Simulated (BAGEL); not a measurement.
**BH2SeCl (SMILES ClB[SeH]): PBE0/def2-SVPD (density fitting with qzvpp-jkfit)**

What is the energy change on altering one bond length of BH2SeCl at PBE0/def2-SVPD (density fitting with qzvpp-jkfit)? 

Program for the calculation: BAGEL 1.2.2.

3 further runs of the same task are left out: 2 that didn't finish, 1 set aside as unsound or not needed.

**1. The system as given**

The species is BH2SeCl (5 atoms), meant as a singlet with charge 0. As SMILES, `ClB[SeH]`. The coordinates come from a PBE0-D4/def2-TZVP relaxation. This is one conformer, not always the lowest.

Bond lengths: Cl1–B2 1.743 Å, B2–Se3 1.916 Å, B2–H4 1.188 Å, Se3–H5 1.469 Å. Angles: Cl1–B2–Se3 118.9°, Cl1–B2–H4 119.6°, Se3–B2–H4 121.5°, B2–Se3–H5 94.6°.

**2. A single-point energy at PBE0/def2-SVPD (density fitting with qzvpp-jkfit)**

The input, input.json:

```json
{ "bagel" : [

{
  "title" : "molecule",
  "basis" : "def2-svpd.json",
  "df_basis" : "qzvpp-jkfit",
  "angstrom" : true,
  "geometry" : [
    { "atom" : "Cl", "xyz" : [      -2.133400,      -0.290000,      -0.272300 ] },
    { "atom" : "B", "xyz" : [      -0.406800,      -0.344500,      -0.042400 ] },
    { "atom" : "Se", "xyz" : [       0.577100,       1.299700,      -0.015900 ] },
    { "atom" : "H", "xyz" : [       0.133400,      -1.393500,       0.094000 ] },
    { "atom" : "H", "xyz" : [       1.879500,       0.654700,       0.195200 ] }
  ]
},

{
  "title" : "ks",
  "xc_func" : "pbe0"
},

{
  "title" : "print",
  "file" : "orbitals.molden",
  "orbitals" : true
}

]}
```

The basis set def2-SVPD is read from a file made from the Basis Set Exchange's data (not shown).

Run with:

```bash
BAGEL_NUM_THREADS=1 BAGEL input.json > input.out
```

The log of the run:

```text
* using 1 threads per process

  ===============================================================
  ===============================================================

  *** Geometry ***

  { "atom" : "Cl", "xyz" : [     -4.031542,     -0.548021,     -0.514572 ] },
  { "atom" : "B", "xyz" : [     -0.768741,     -0.651011,     -0.080124 ] },
  { "atom" : "Se", "xyz" : [      1.090561,      2.456077,     -0.030047 ] },
  { "atom" : "H", "xyz" : [      0.252089,     -2.633333,      0.177634 ] },
  { "atom" : "H", "xyz" : [      3.551740,      1.237204,      0.368875 ] },

  Number of auxiliary basis functions:      505

  Since a DF basis is specified, we compute 2- and 3-index integrals:
    o Being stored without compression. Storage requirement is 0.044 GB

  Number of basis functions:      104
  Number of electrons      :       58

    * METHOD: MOLECULE                             0.29

  *** Kohn-Sham DFT ***

    * Removing 7974 points whose weight is below 1.00e-10
    * Grid points: 66556

  === Nuclear Repulsion ===
   197.7879591915

       - DIIS with orbital gradients will be used.

  === KS iteration (pbe0 / def2-svpd.json) ===
      0      -2791.06179068          0.09372758           0.36
      1      -2463.73020413          0.17311912           0.34
      2      -2566.46589301          0.08358719           0.34
      3      -2527.72797082          0.17316183           0.34
      4      -2698.69733129          0.15823114           0.34
      5      -2702.06164969          0.16075737           0.35
      6      -2702.46192009          0.16148033           0.35
      7      -2699.19835840          0.17319405           0.35
      8      -2602.77179735          0.10895668           0.35
      9      -2857.20728719          0.14340549           0.36
     10      -2713.94683732          0.21405685           0.35
     11      -2723.28624631          0.23521123           0.36
     12      -2712.40857374          0.21598824           0.35
     13      -2709.95320888          0.22225847           0.35
     14      -2708.39204952          0.17184993           0.34
     15      -2873.40939503          0.10950071           0.35
     16      -2875.97944634          0.08283028           0.35
     17      -2885.06005616          0.05169221           0.35
     18      -2886.47605652          0.02430050           0.35
     19      -2886.70197600          0.01926447           0.35
     20      -2886.90706227          0.00645114           0.34
     21      -2886.93499271          0.00359390           0.35
     22      -2886.94292078          0.00078453           0.35
     23      -2886.94321903          0.00022851           0.35
     24      -2886.94324758          0.00005956           0.35
     25      -2886.94324971          0.00001433           0.35
     26      -2886.94324981          0.00000777           0.34
     27      -2886.94324985          0.00000164           0.34
     28      -2886.94324985          0.00000175           0.35
     29      -2886.94324985          0.00000028           0.35
     30      -2886.94324985          0.00000015           0.35
     31      -2886.94324985          0.00000005           0.36
     32      -2886.94324985          0.00000002           0.35
     33      -2886.94324985          0.00000001           0.35
    * SCF iteration converged.

    * Permanent dipole moment:
           (   -0.530305,     0.036911,    -0.071862) a.u.

    * METHOD: KS                                  12.15

    * METHOD: PRINT                                0.03

  ===============================================================
```

Wall time 13 s (1 thread of Arm Neoverse V1, shared host); peak memory 0.37 GiB.

**3. The distorted shape at the same level**

The input, calc.json:

```json
{ "bagel": [

{
  "title": "molecule",
  "basis": "def2-svpd.json",
  "df_basis": "qzvpp-jkfit",
  "angstrom": true,
  "geometry": [
    { "atom": "Cl", "xyz": [      -2.565558,       0.549196,      -0.381419 ] },
    { "atom": "B", "xyz": [      -0.838958,       0.494696,      -0.151519 ] },
    { "atom": "Se", "xyz": [       0.144942,       2.138896,      -0.125019 ] },
    { "atom": "H", "xyz": [       0.133400,      -1.393500,       0.094000 ] },
    { "atom": "H", "xyz": [       1.447342,       1.493896,       0.086081 ] }
  ]
},

{
  "title": "ks",
  "xc_func": "pbe0",
  "charge": 0
},

{
  "title": "print",
  "file": "orbitals.molden",
  "orbitals": true
}

]}
```

The basis set def2-SVPD is read from a file made from the Basis Set Exchange's data (not shown).

Run with:

```bash
BAGEL_NUM_THREADS=1 BAGEL calc.json > calc.out
```

The log of the run:

```text
* using 1 threads per process

  ===============================================================
  ===============================================================

  *** Geometry ***

  { "atom" : "Cl", "xyz" : [     -4.848202,      1.037830,     -0.720777 ] },
  { "atom" : "B", "xyz" : [     -1.585401,      0.934840,     -0.286329 ] },
  { "atom" : "Se", "xyz" : [      0.273901,      4.041928,     -0.236252 ] },
  { "atom" : "H", "xyz" : [      0.252089,     -2.633333,      0.177634 ] },
  { "atom" : "H", "xyz" : [      2.735080,      2.823054,      0.162670 ] },

  Number of auxiliary basis functions:      505

  Since a DF basis is specified, we compute 2- and 3-index integrals:
    o Being stored without compression. Storage requirement is 0.044 GB

  Number of basis functions:      104
  Number of electrons      :       58

    * METHOD: MOLECULE                             0.30

  *** Kohn-Sham DFT ***

    * Removing 7251 points whose weight is below 1.00e-10
    * Grid points: 67279

  === Nuclear Repulsion ===
   194.4123825456

       - DIIS with orbital gradients will be used.

  === KS iteration (pbe0 / def2-svpd.json) ===
      0      -2791.57275808          0.09320493           0.41
      1      -2466.20443823          0.16047218           0.37
      2      -2567.42124213          0.08306966           0.37
      3      -2529.35728566          0.21866933           0.37
      4      -2697.15531339          0.14671403           0.38
      5      -2701.24478705          0.14925604           0.37
      6      -2701.64406316          0.14961032           0.38
      7      -2530.30193630          0.19749611           0.38
      8      -2603.82814119          0.10609993           0.38
      9      -2841.64601280          0.12656451           0.37
     10      -2871.47014832          0.09659414           0.37
     11      -2730.60802563          0.26292200           0.37
     12      -2724.41674955          0.23501731           0.38
     13      -2711.95034749          0.23114271           0.37
     14      -2852.62316946          0.10264771           0.38
     15      -2883.59552617          0.06350027           0.38
     16      -2882.25869844          0.06486577           0.37
     17      -2886.60052407          0.01509914           0.37
     18      -2886.70043521          0.01339967           0.36
     19      -2886.81365414          0.00391227           0.36
     20      -2886.82561684          0.00189082           0.36
     21      -2886.82777539          0.00094847           0.36
     22      -2886.82835837          0.00009457           0.35
     23      -2886.82836303          0.00001582           0.35
     24      -2886.82836323          0.00000530           0.37
     25      -2886.82836324          0.00000249           0.35
     26      -2886.82836325          0.00000102           0.35
     27      -2886.82836325          0.00000053           0.36
     28      -2886.82836325          0.00000021           0.37
     29      -2886.82836325          0.00000008           0.37
     30      -2886.82836325          0.00000002           0.37
     31      -2886.82836325          0.00000001           0.37
    * SCF iteration converged.

    * Permanent dipole moment:
           (   -0.260552,    -0.553698,     0.000384) a.u.

    * METHOD: KS                                  12.18

    * METHOD: PRINT                                0.03

  ===============================================================
```

Run time: 13 s. Hardware: 1 thread of Arm Neoverse V1, shared host; peak memory 0.37 GiB.

**4. Results**

At PBE0/def2-SVPD (density fitting with qzvpp-jkfit):

```
                                                         quantity           value
                                        first shape: total energy  -2886.94325 Eh
                                       first shape: dipole moment          1.36 D
                                         first shape: HOMO energy        -7.86 eV
                                         first shape: LUMO energy        -1.54 eV
                                       first shape: HOMO–LUMO gap         6.32 eV
                                    distorted shape: total energy  -2886.82836 Eh
                                   distorted shape: dipole moment          1.56 D
                                     distorted shape: HOMO energy        -7.46 eV
                                     distorted shape: LUMO energy        -1.91 eV
                                   distorted shape: HOMO–LUMO gap         5.55 eV
energy change with the B2–H4 bond stretched from 1.188 to 2.138 Å        3.126 eV
```

In words: With the B2–H4 bond stretched from 1.188 to 2.138 Å the energy rises by 3.13 eV (302 kJ/mol). The first shape isn't relaxed at this level, so the change isn't measured from a minimum.
